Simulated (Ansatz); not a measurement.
**CH3FOSi: short molecular-dynamics run from a Python script**

Aim: a short molecular-dynamics run, for CH3FOSi, run from a script.

Program: Ansatz 0.2.0, driven from Python. Level of theory: B3LYP/def2-SVP. These are calculated values, not measurements.

### 1 Starting point

Bond lengths: O1–C2 1.275 Å, C2–Si3 1.877 Å, Si3–F4 1.569 Å, C2–H5 1.116 Å, Si3–H6 1.479 Å, Si3–H7 1.544 Å. Angles: O1–C2–Si3 121.8°, O1–C2–H5 122.3°, Si3–C2–H5 115.8°, C2–Si3–F4 109.5°, C2–Si3–H6 113.3°, C2–Si3–H7 110.4°, F4–Si3–H6 111.1°, F4–Si3–H7 104.9°, H6–Si3–H7 107.4°.

Input file ch3fosi.xyz:

```xyz
7

O     0.64110   -1.82070    0.88070
C     0.16770   -1.13840   -0.08660
Si   -0.14420    0.70640    0.06230
F    -0.58760    1.27620   -1.33120
H    -0.05770   -1.59010   -1.08170
H    -1.12550    1.05010    1.11450
H     1.16750    1.44840    0.39610
```

### 2 The script

File ch3fosi_md.py:

```python
"""Molecular dynamics of one CH3FOSi molecule."""

import ansatz as az
import numpy as np

BASIS = "def2-SVP"
XC = "b3lyp"
N_STEPS = 40
TEMPERATURE_K = 800


def main() -> None:
    system = az.Crystal.molecule_from_extxyz("ch3fosi.xyz")

    calc = system.calculation()
    calc = calc.basis(gaussian=BASIS).functional(XC)
    calc = calc.scf(lower_state_search="off")
    calc = calc.md("nvt_nose_hoover", timestep=0.25, steps=N_STEPS, temperature=TEMPERATURE_K, initial_velocities="maxwell_boltzmann", seed=33, thermostat_time=50)
    frames = []
    calc.session().plan().execute(on_event=lambda e: frames.append(e["data"]) if e["event"] == "md_step" else None)
    print("t (fs)   E_pot (eV)      E_kin (eV)   T (K)   d(0-1) (A)")
    for f in frames[::1]:
        xyz = np.array(f["positions_ang"])
        print(f"{f['time_fs']:6.2f} {f['lagrangian_ev']:14.5f} {f['e_kin_ev']:10.5f} {f['temperature_k']:8.1f} {np.linalg.norm(xyz[0] - xyz[1]):9.4f}")
    kept = np.array([f["conserved_ev"] for f in frames])
    print(f"conserved energy moves by at most {1000 * np.ptp(kept):.3f} meV")


if __name__ == "__main__":
    main()
```

### 3 Running it

On the command line:

```sh
python ch3fosi_md.py
```

Without the output at hand: what should come out? Wanted: total energy; dipole moment; mean temperature, second half; farthest move; largest change of the conserved energy.

The runs gave:

```
                              quantity            value
                          total energy   -13721.1274 eV
                         dipole moment           1.04 D
                     length of the run  40 steps, 10 fs
         mean temperature, second half            694 K
                         farthest move           0.35 Å
largest change of the conserved energy    0.05 meV/atom
```

What this shows: The temperature swings between 583 and 1182 K, with a mean of 694 K in the second half; 7 atoms fluctuate widely. The conserved energy stays within 0.05 meV/atom, so the time step holds. 10 fs show the first vibrations only, not equilibrium. The trajectory is only some femtoseconds long, and gives no averages; where the script doesn't relax first, it starts from a rough generated geometry. b3lyp holds the VWN-RPA fit, as in Gaussian; the form of ORCA and Turbomole is b3lyp5. The temperature counts the internal degrees of freedom alone.
